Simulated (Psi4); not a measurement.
**HF/3-21G run of SiHCl2OF (SMILES O[Si](F)(Cl)Cl)**

What is the vertical ionisation energy of SiHCl2OF at HF/3-21G? 

The calculation is run with Psi4 1.11.

**1. The molecule**

SiHCl2OF: 6 atoms, total charge 0, spin state singlet. SMILES: `O[Si](F)(Cl)Cl`. The shape is that of a PBE0-D4/def2-TZVP optimisation. This is one conformer, not always the lowest.

Bond lengths: O1–Si2 1.612 Å, Si2–F3 1.579 Å, Si2–Cl4 2.026 Å, Si2–Cl5 2.011 Å, O1–H6 0.959 Å. Angles: O1–Si2–F3 111.1°, O1–Si2–Cl4 111.7°, O1–Si2–Cl5 107.8°, F3–Si2–Cl4 106.6°, F3–Si2–Cl5 108.3°, Cl4–Si2–Cl5 111.3°, Si2–O1–H6 118.9°.

**2. Energy and forces at HF/3-21G**

File cl2fhosi.xyz:

```xyz
6
Cl2FHOSi
O     -0.507700     0.453700     1.122500
Si     0.219500     0.013400    -0.247400
F      1.583200    -0.726700     0.044400
Cl    -0.921300    -1.272900    -1.319600
Cl     0.618000     1.683900    -1.294500
H     -0.949600    -0.215500     1.648500
```

File cl2fhosi.py:

```python
import psi4

psi4.set_memory('2200 MB')
psi4.set_num_threads(1)
psi4.core.set_output_file('cl2fhosi.out', False)

with open('cl2fhosi.xyz') as f:
    atoms = ''.join(f.readlines()[2:])
molecule = psi4.geometry('0 1\n' + atoms + 'symmetry c1\nno_reorient\nno_com')

psi4.set_options({
    'basis': '3-21G',
    'reference': 'rhf',
    'puream': True,
    'e_convergence': 1e-09,
    'd_convergence': 1e-08,
    'scf_type': 'pk',
})

E, wfn = psi4.gradient("hf", return_wfn=True)
psi4.oeprop(wfn, "WIBERG_LOWDIN_INDICES", "DIPOLE", "QUADRUPOLE", title="HF")
print('gradient / Eh bohr^-1')
print(E.np.round(6))
print(f'energy = {wfn.energy():.10f} Eh')
```

Command:

```console
$ python cl2fhosi.py
```

cl2fhosi.out, cut to the lines that bear on the results:

```text
[...]
  Running in c1 symmetry.
[...]
  Nuclear repulsion =  382.547113407934035
[...]
  Multiplicity = 1
[...]
  Nalpha       = 33
  Nbeta        = 33
[...]
    Number of basis functions: 59
[...]
   @RHF iter   1: -1376.00666365882807   -3.16562e-01   8.05290e-03 ADIIS/DIIS
[...]
   @RHF iter  11: -1376.11266435320749   -4.09273e-12   4.76387e-09 DIIS
[...]
    Orbital Energies [Eh]
    ---------------------
    Doubly Occupied:
       1A   -104.143570     2A   -104.135584     3A    -68.509493
       4A    -26.205693     5A    -20.521786     6A    -10.541118
       7A    -10.533241     8A     -8.004219     9A     -7.999886
      10A     -7.999752    11A     -7.996427    12A     -7.991896
      13A     -7.991820    14A     -6.307542    15A     -4.405783
      16A     -4.404207    17A     -4.403039    18A     -1.635908
      19A     -1.418207    20A     -1.177826    21A     -1.145121
      22A     -0.821302    23A     -0.752076    24A     -0.708088
      25A     -0.703316    26A     -0.645547    27A     -0.600421
      28A     -0.575214    29A     -0.548549    30A     -0.525762
      31A     -0.516727    32A     -0.504369    33A     -0.494152
[...]
  @RHF Final Energy: -1376.11266435320749
   => Energetics <=
    Nuclear Repulsion Energy =            382.5471134079340345
    One-Electron Energy =               -2667.5842752914909397
    Two-Electron Energy =                 908.9244975303496403
    Total Energy =                      -1376.1126643532074922
[...]
  -Total Gradient:
     Atom            X                  Y                   Z
    ------   -----------------  -----------------  -----------------
       1        0.008439234934     0.006417011489    -0.012981383208
       2       -0.005967309152    -0.009626215889    -0.009783048094
       3       -0.024978153483     0.015217818939    -0.007704593592
       4        0.023944369262     0.026634682414     0.021367302829
       5       -0.008254548312    -0.034974574184     0.023123899806
       6        0.006816406755    -0.003668722778    -0.014022177728
[...]
 Multipole Moments:
 ------------------------------------------------------------------------------------
     Multipole            Electronic (a.u.)      Nuclear  (a.u.)        Total (a.u.)
 ------------------------------------------------------------------------------------
 L = 1.  Multiply by 2.5417464519 to convert [e a0] to [Debye]
 Dipole X            :        -14.0118775           13.5200456           -0.4918319
 Dipole Y            :         -8.1845536            7.6503672           -0.5341863
 Dipole Z            :         70.4921183          -69.6840288            0.8080895
 Magnitude           :                                                    1.0863988
 L = 2.  Multiply by 1.3450342976 to convert [e a0^2] to [Debye ang]
 Quadrupole XX       :       -207.0955666          168.2658567          -38.8297099
 Quadrupole XY       :        -91.4148965           91.6899699            0.2750735
[...]
```

Standard output:

```text
gradient / Eh bohr^-1
[[ 0.008439  0.006417 -0.012981]
 [-0.005967 -0.009626 -0.009783]
 [-0.024978  0.015218 -0.007705]
 [ 0.023944  0.026635  0.021367]
 [-0.008255 -0.034975  0.023124]
 [ 0.006816 -0.003669 -0.014022]]
energy = -1376.1126643532 Eh
```

Wall time 1.8 s (1 thread of Intel Xeon 6975P-C (Granite Rapids), shared host); peak memory 0.2 GiB.

**3. The doublet cation: the energy at UHF/3-21G**

File cl2fhosi.json:

```json
{
 "schema_name": "qcschema_input",
 "schema_version": 1,
 "molecule": {
  "schema_name": "qcschema_molecule",
  "schema_version": 2,
  "symbols": ["O", "Si", "F", "Cl", "Cl", "H"],
  "geometry": [-0.95941395, 0.85736874, 2.12121757, 0.41479488, 0.02532233, -0.46751824, 2.9918144, -1.37326397, 0.08390384, -1.74100468, -2.40543238, -2.49368259, 1.16785075, 3.18210982, -2.44625047, -1.79448393, -0.40723598, 3.11521352],
  "molecular_charge": 1,
  "molecular_multiplicity": 2,
  "fix_symmetry": "c1"
 },
 "driver": "energy",
 "model": {
  "method": "hf",
  "basis": "3-21G"
 },
 "keywords": {
  "reference": "uhf",
  "puream": true,
  "e_convergence": 1e-09,
  "d_convergence": 1e-08,
  "scf_type": "pk",
  "maxiter": 100
 }
}
```

Command:

```console
$ psi4 --qcschema cl2fhosi.json -n 1 --memory 2200MB
```

stdout, cut to the lines that bear on the results:

```text
[...]
  Running in c1 symmetry.
[...]
  Nuclear repulsion =  382.547113833674928
[...]
  Multiplicity = 2
[...]
  Nalpha       = 33
  Nbeta        = 32
[...]
    Number of basis functions: 59
[...]
   @UHF iter   1: -1375.51948530275536    1.70616e-01   8.36490e-03 DIIS/ADIIS
[...]
   @UHF iter  28: -1375.65072828868097   -8.18545e-12   8.61673e-09 DIIS
[...]
   @S^2 Observed:                7.870137020E-01
[...]
    Orbital Energies [Eh]
    ---------------------
    Alpha Occupied:
       1A   -104.463784     2A   -104.424370     3A    -68.731476
       4A    -26.402229     5A    -20.713333     6A    -10.859354
       7A    -10.819741     8A     -8.333120     9A     -8.317711
      10A     -8.314068    11A     -8.290824    12A     -8.278462
      13A     -8.275186    14A     -6.531816    15A     -4.630533
      16A     -4.627636    17A     -4.626788    18A     -1.828563
      19A     -1.607220    20A     -1.482687    21A     -1.436006
      22A     -1.028293    23A     -0.950473    24A     -0.917270
      25A     -0.911098    26A     -0.869140    27A     -0.843734
      28A     -0.818699    29A     -0.807969    30A     -0.790071
      31A     -0.773380    32A     -0.764355    33A     -0.749134
[...]
  @UHF Final Energy: -1375.65072828868097
   => Energetics <=
    Nuclear Repulsion Energy =            382.5471138336749277
    One-Electron Energy =               -2651.2484496353986287
    Two-Electron Energy =                 893.0506075130427917
    Total Energy =                      -1375.6507282886809662
  UHF NO Occupations:
  HONO-2 :   31  A 1.9998375
  HONO-1 :   32  A 1.9818305
  HONO-0 :   33  A 1.0000000
  LUNO+0 :   34  A 0.0181695
  LUNO+1 :   35  A 0.0001625
[...]
 Multipole Moments:
 ------------------------------------------------------------------------------------
     Multipole            Electronic (a.u.)      Nuclear  (a.u.)        Total (a.u.)
 ------------------------------------------------------------------------------------
 L = 1.  Multiply by 2.5417464519 to convert [e a0] to [Debye]
 Dipole X            :          0.8207038           -1.8802317           -1.0595278
 Dipole Y            :         -0.8491199            0.2176149           -0.6315050
 Dipole Z            :         -2.9351244            2.8439366           -0.0911878
 Magnitude           :                                                    1.2368157
[...]
```

The result, in JSON:

```text
{
 "driver": "energy",
 "model": {
  "method": "hf",
  "basis": "3-21G"
 },
 "success": true,
 "return_result": -1375.650728288681,
 "properties": {
  "calcinfo_nbasis": 59,
  "calcinfo_nmo": 59,
  "calcinfo_nalpha": 33,
  "calcinfo_nbeta": 32,
  "calcinfo_natom": 6,
  "nuclear_repulsion_energy": 382.5471138336749,
  "return_energy": -1375.650728288681,
  "scf_one_electron_energy": -2651.2484496353986,
  "scf_two_electron_energy": 893.0506075130428,
  "scf_dipole_moment": [-1.0595278356926663, -0.6315050070839952, -0.09118784392634804],
  "scf_total_energy": -1375.650728288681,
  "scf_iterations": 28
 }
}
```

It took 1.5 s on 1 thread of Intel Xeon 6975P-C (Granite Rapids), shared host; peak memory 0.2 GiB.

**4. What came out**

At HF/3-21G:

```
                                          quantity           value
                    singlet SiHCl2OF: total energy  -1376.11266 Eh
                   singlet SiHCl2OF: dipole moment          2.76 D
                     singlet SiHCl2OF: HOMO energy       -13.45 eV
                     singlet SiHCl2OF: LUMO energy         3.66 eV
                   singlet SiHCl2OF: HOMO–LUMO gap        17.11 eV
        singlet SiHCl2OF: largest force on an atom      2.197 eV/Å
                      doublet cation: total energy  -1375.65073 Eh
doublet cation: HOMO energy (highest over α and β)       -18.22 eV
 doublet cation: LUMO energy (lowest over α and β)       -11.63 eV
                              doublet cation: ⟨S²⟩           0.787
vertical ionisation energy (to the doublet cation)       12.570 eV
```

What this shows: Removing an electron at fixed nuclei costs 12.57 eV (290 kcal/mol). The largest force (singlet SiHCl2OF) is 2.20 eV/Å: the shape isn't a stationary point for this species at this level. The negative HOMO energy of the first species, 13.45 eV, lies 0.88 eV above that difference. With no_com the log's rotational constants are taken about the origin, not the centre of mass, so they aren't the molecule's.
